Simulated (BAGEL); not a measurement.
**A workflow on AlNH3OF (SMILES [NH2][Al]([OH])[F])**

Aim: the energy (HF/def2-SVP), then a single-point energy (NEVPT2(2,2)/def2-SVP), then a single-point energy (CASPT2(2,2)/def2-SVP) of AlNH3OF. 

The calculation is run with BAGEL 1.2.2.

2 further runs of the same task are left out: 2 set aside as unsound or not needed.

**1. Starting point**

AlNH3OF: 7 atoms, total charge 0, spin state singlet. SMILES: `[NH2][Al]([OH])[F]`. One bond was lengthened or shortened from a relaxed shape.

Bond lengths: N1–Al2 1.755 Å, Al2–O3 1.685 Å, Al2–F4 1.644 Å, N1–H5 1.006 Å, N1–H6 1.006 Å, O3–H7 1.097 Å. Angles: N1–Al2–O3 124.9°, N1–Al2–F4 118.1°, O3–Al2–F4 117.0°, Al2–N1–H5 123.7°, Al2–N1–H6 125.7°, Al2–O3–H7 124.9°, H5–N1–H6 110.6°.

**2. A single-point energy at HF/def2-SVP (density fitting with svp-jkfit) (run 1)**

Contents of input.json:

```json
{ "bagel": [

{
  "title": "molecule",
  "basis": "svp",
  "df_basis": "svp-jkfit",
  "angstrom": true,
  "geometry": [
    { "atom": "N", "xyz": [      -0.680349,       0.836296,      -0.539877 ] },
    { "atom": "Al", "xyz": [      -0.243849,      -0.720504,       0.142723 ] },
    { "atom": "O", "xyz": [       1.257851,      -1.094704,       0.809923 ] },
    { "atom": "F", "xyz": [      -1.376149,      -1.912604,       0.137423 ] },
    { "atom": "H", "xyz": [      -1.583749,       1.039696,      -0.934177 ] },
    { "atom": "H", "xyz": [      -0.080949,       1.641796,      -0.595777 ] },
    { "atom": "H", "xyz": [       2.105200,      -0.401000,       0.879500 ] }
  ]
},

{ "title": "hf" },

{ "title": "print", "file": "orbitals.molden", "orbitals": true }

]}
```

Run with:

```sh
$ BAGEL_NUM_THREADS=1 BAGEL input.json > input.out
```

What it wrote:

```text
* using 1 threads per process

  ===============================================================
  ===============================================================

  *** Geometry ***

  { "atom" : "N", "xyz" : [     -1.285673,      1.580370,     -1.020220 ] },
  { "atom" : "Al", "xyz" : [     -0.460808,     -1.361555,      0.269707 ] },
  { "atom" : "O", "xyz" : [      2.376994,     -2.068691,      1.530533 ] },
  { "atom" : "F", "xyz" : [     -2.600545,     -3.614298,      0.259692 ] },
  { "atom" : "H", "xyz" : [     -2.992852,      1.964741,     -1.765339 ] },
  { "atom" : "H", "xyz" : [     -0.152971,      3.102545,     -1.125855 ] },
  { "atom" : "H", "xyz" : [      3.978251,     -0.757780,      1.662014 ] },

  Number of auxiliary basis functions:      413

  Since a DF basis is specified, we compute 2- and 3-index integrals:
    o Being stored without compression. Storage requirement is 0.019 GB

  Number of basis functions:       75
  Number of electrons      :       40

    * METHOD: MOLECULE                             0.15

  *** RHF ***

  === Nuclear Repulsion ===
   159.8968547255

      * DIIS with orbital gradients will be used.

  === RHF iteration (svp) ===
      0       -471.95493120          0.02935956           0.04
      1       -472.17680693          0.01879172           0.04
      2       -472.30864049          0.00150339           0.04
      3       -472.30965772          0.00067392           0.04
      4       -472.30986331          0.00013721           0.04
      5       -472.30987494          0.00003412           0.04
      6       -472.30987598          0.00001430           0.04
      7       -472.30987612          0.00000419           0.04
      8       -472.30987613          0.00000095           0.04
      9       -472.30987613          0.00000034           0.04
     10       -472.30987613          0.00000017           0.04
     11       -472.30987613          0.00000005           0.04
     12       -472.30987613          0.00000003           0.04
     13       -472.30987613          0.00000001           0.04
     14       -472.30987613          0.00000000           0.04
    * SCF iteration converged.

    * Permanent dipole moment:
           (   -0.558839,    -1.405616,     0.274474) a.u.

    * METHOD: HF                                   0.68

    * METHOD: PRINT                                0.01

  ===============================================================
```

Run time: 1 s. Hardware: 1 thread of Arm Neoverse V1, shared host; peak memory 0.15 GiB.

**3. A single-point energy at NEVPT2(2,2)/def2-SVP (density fitting with svp-jkfit) (run 2)**

Contents of input.json:

```json
{ "bagel": [

{
  "title": "molecule",
  "basis": "svp",
  "df_basis": "svp-jkfit",
  "angstrom": true,
  "geometry": [
    { "atom": "N", "xyz": [   -0.680349,    0.836296,   -0.539877 ] },
    { "atom": "Al", "xyz": [   -0.243849,   -0.720504,    0.142723 ] },
    { "atom": "O", "xyz": [    1.257851,   -1.094704,    0.809923 ] },
    { "atom": "F", "xyz": [   -1.376149,   -1.912604,    0.137423 ] },
    { "atom": "H", "xyz": [   -1.583749,    1.039696,   -0.934177 ] },
    { "atom": "H", "xyz": [   -0.080949,    1.641796,   -0.595777 ] },
    { "atom": "H", "xyz": [    2.105200,   -0.401000,    0.879500 ] }
  ]
},
{
  "title": "hf"
},
{
  "title": "nevpt2",
  "nstate": 1,
  "nact": 2,
  "nclosed": 19,
  "active": [10, 23],
  "maxiter": 200,
  "natocc": true,
  "ncore": 8
},
{
  "title": "print",
  "file": "orbitals.molden",
  "orbitals": true
}

]}
```

Run with:

```sh
$ BAGEL_NUM_THREADS=1 BAGEL input.json > input.out
```

What it wrote:

```text
* using 1 threads per process

  ===============================================================
  ===============================================================

  *** Geometry ***

  { "atom" : "N", "xyz" : [     -1.285673,      1.580370,     -1.020220 ] },
  { "atom" : "Al", "xyz" : [     -0.460808,     -1.361555,      0.269707 ] },
  { "atom" : "O", "xyz" : [      2.376994,     -2.068691,      1.530533 ] },
  { "atom" : "F", "xyz" : [     -2.600545,     -3.614298,      0.259692 ] },
  { "atom" : "H", "xyz" : [     -2.992852,      1.964741,     -1.765339 ] },
  { "atom" : "H", "xyz" : [     -0.152971,      3.102545,     -1.125855 ] },
  { "atom" : "H", "xyz" : [      3.978251,     -0.757780,      1.662014 ] },

  Number of auxiliary basis functions:      413

  Since a DF basis is specified, we compute 2- and 3-index integrals:
    o Being stored without compression. Storage requirement is 0.019 GB

  Number of basis functions:       75
  Number of electrons      :       40

    * METHOD: MOLECULE                             0.15

  *** RHF ***

  === Nuclear Repulsion ===
   159.8968547255

      * DIIS with orbital gradients will be used.

  === RHF iteration (svp) ===
      0       -471.95493120          0.02935956           0.04
      1       -472.17680693          0.01879172           0.04
      2       -472.30864049          0.00150339           0.04
[... 11 lines of this table left out ...]
     14       -472.30987613          0.00000000           0.04
    * SCF iteration converged.

    * Permanent dipole moment:
           (   -0.558839,    -1.405616,     0.274474) a.u.

    * METHOD: HF                                   0.67

    * freezing 8 orbitals
  ---------------------------
      CASSCF calculation
  ---------------------------

    ==== Active orbitals : =====
         Orbital 10
         Orbital 23
    ============================

    * nstate   :      1
    * nclosed  :     19
    * nact     :      2
    * nvirt    :     54
  === CASSCF iteration (svp) ===

    * Using the second-order algorithm

      0  0      -472.31007916     6.15e-05      0.01

      1  0      -472.31507413     7.81e-04      0.18
[... 25 lines of this table left out ...]
     14  0      -472.33515765     9.62e-09      0.17

    * Second-order optimization converged. *

     guess   0:   closed 1.                   open ..

  === FCI iteration ===

      0  0      -472.30934938     1.03e-01      0.00
      1  0      -472.33508637     4.22e-03      0.00
      2  0 *    -472.33515765     1.67e-16      0.00

     * ci vector, state   0, <S^2> = 0.0000
       2.     0.9921905801
       .2    -0.1247311218

  === DF-NEVPT2 calculation ===

    * 3-index integral transformation done
    * assembly done

      NEVPT2 correlation energy:   -0.5854944831      0.13

          (+0)     -0.5040132789
          (+0)'    -0.0366162694
          (+1)     -0.0057951102
          (+1)'    -0.0000000000
          (+2)     -0.0005240962
          (-1)     -0.0321259432
          (-1)'     0.0000000000
          (-2)     -0.0064197852

      NEVPT2 total energy:       -472.9206521299

    * METHOD: NEVPT2                               3.44

    * METHOD: PRINT                                0.01

  ===============================================================
```

It took 4.5 s on 1 thread of Arm Neoverse V1, shared host; peak memory 0.15 GiB.

**4. A single-point energy at CASPT2(2,2)/def2-SVP (density fitting with svp-jkfit) (run 3)**

Contents of input.json:

```json
{ "bagel": [

{
  "title": "molecule",
  "basis": "svp",
  "df_basis": "svp-jkfit",
  "angstrom": "true",
  "geometry": [
    { "atom": "N", "xyz": [      -0.680349,       0.836296,      -0.539877 ] },
    { "atom": "Al", "xyz": [      -0.243849,      -0.720504,       0.142723 ] },
    { "atom": "O", "xyz": [       1.257851,      -1.094704,       0.809923 ] },
    { "atom": "F", "xyz": [      -1.376149,      -1.912604,       0.137423 ] },
    { "atom": "H", "xyz": [      -1.583749,       1.039696,      -0.934177 ] },
    { "atom": "H", "xyz": [      -0.080949,       1.641796,      -0.595777 ] },
    { "atom": "H", "xyz": [       2.105200,      -0.401000,       0.879500 ] }
  ]
},

{
  "title": "hf",
  "charge": 0
},

{
  "title": "casscf",
  "nstate": 1,
  "nact": 2,
  "nclosed": 19,
  "charge": 0,
  "active": [10, 23],
  "maxiter": 200,
  "natocc": "true"
},

{
  "title": "print",
  "file": "orbitals.molden",
  "orbitals": "true"
},

{
  "title": "smith",
  "method": "caspt2",
  "ms": "true",
  "xms": "true",
  "sssr": "true",
  "shift": 0.2,
  "shift_imag": "true",
  "ncore": 8
}

]}
```

Run with:

```sh
$ BAGEL_NUM_THREADS=1 BAGEL input.json > input.out
```

What it wrote:

```text
* using 1 threads per process

  ===============================================================
  ===============================================================

  *** Geometry ***

  { "atom" : "N", "xyz" : [     -1.285673,      1.580370,     -1.020220 ] },
  { "atom" : "Al", "xyz" : [     -0.460808,     -1.361555,      0.269707 ] },
  { "atom" : "O", "xyz" : [      2.376994,     -2.068691,      1.530533 ] },
  { "atom" : "F", "xyz" : [     -2.600545,     -3.614298,      0.259692 ] },
  { "atom" : "H", "xyz" : [     -2.992852,      1.964741,     -1.765339 ] },
  { "atom" : "H", "xyz" : [     -0.152971,      3.102545,     -1.125855 ] },
  { "atom" : "H", "xyz" : [      3.978251,     -0.757780,      1.662014 ] },

  Number of auxiliary basis functions:      413

  Since a DF basis is specified, we compute 2- and 3-index integrals:
    o Being stored without compression. Storage requirement is 0.019 GB

  Number of basis functions:       75
  Number of electrons      :       40

    * METHOD: MOLECULE                             0.15

  *** RHF ***

[... 11 lines left out ...]
    * SCF iteration converged.
[... 1 line left out ...]
    * Permanent dipole moment:
[... 27 lines left out ...]
    * Second-order optimization converged. *
[... 9 lines left out ...]
     * ci vector, state   0, <S^2> = 0.0000
[... 16 lines left out ...]
    * Zeroth order energy : state  0       -1.3661088717
[... 4 lines left out ...]
       #      aibj      arbs      arbi      airj      risj      airs      arst      rist         Etot      error   time
[... 2 lines left out ...]
       0  -0.50317  -0.00752  -0.03204  -0.00593  -0.00067  -0.03191  -0.00000  -0.00000   -0.5812417  0.0024151   0.07
       1  -0.50340  -0.00759  -0.03226  -0.00604  -0.00073  -0.03276  -0.00000  -0.00000   -0.5827864  0.0004219   0.06
       2  -0.50344  -0.00760  -0.03219  -0.00604  -0.00074  -0.03284  -0.00000  -0.00000   -0.5828515  0.0000976   0.06
       3  -0.50344  -0.00760  -0.03219  -0.00603  -0.00074  -0.03285  -0.00000  -0.00000   -0.5828542  0.0000232   0.06
       4  -0.50344  -0.00760  -0.03219  -0.00603  -0.00074  -0.03286   0.00000  -0.00000   -0.5828544  0.0000053   0.06
       5  -0.50344  -0.00760  -0.03219  -0.00603  -0.00074  -0.03285   0.00000  -0.00000   -0.5828544  0.0000011   0.07
       6  -0.50344  -0.00760  -0.03219  -0.00603  -0.00074  -0.03285   0.00000  -0.00000   -0.5828544  0.0000003   0.07

      ------------------------------------------------------------------------------------------------------------------

    * CASPT2 energy : state  0     -472.9199534437
        w/o shift correction       -472.9180120781
        reference weight              0.8668269557

    * METHOD: SMITH                                0.60

  ===============================================================
```

Run time: 5.1 s. Hardware: 1 thread of Arm Neoverse V1, shared host; peak memory 0.16 GiB.

**5. Summary of results**

| quantity | value |
| --- | --- |
| run 1, HF/def2-SVP: total energy | -472.30988 Eh |
| run 1, HF/def2-SVP: dipole moment | 3.91 D |
| run 1, HF/def2-SVP: HOMO energy | -11.16 eV |
| run 1, HF/def2-SVP: LUMO energy | 2.59 eV |
| run 1, HF/def2-SVP: HOMO–LUMO gap | 13.76 eV |
| run 2, NEVPT2(2,2)/def2-SVP: total energy | -472.92065 Eh |
| run 3, CASPT2(2,2)/def2-SVP: total energy | -472.91995 Eh |
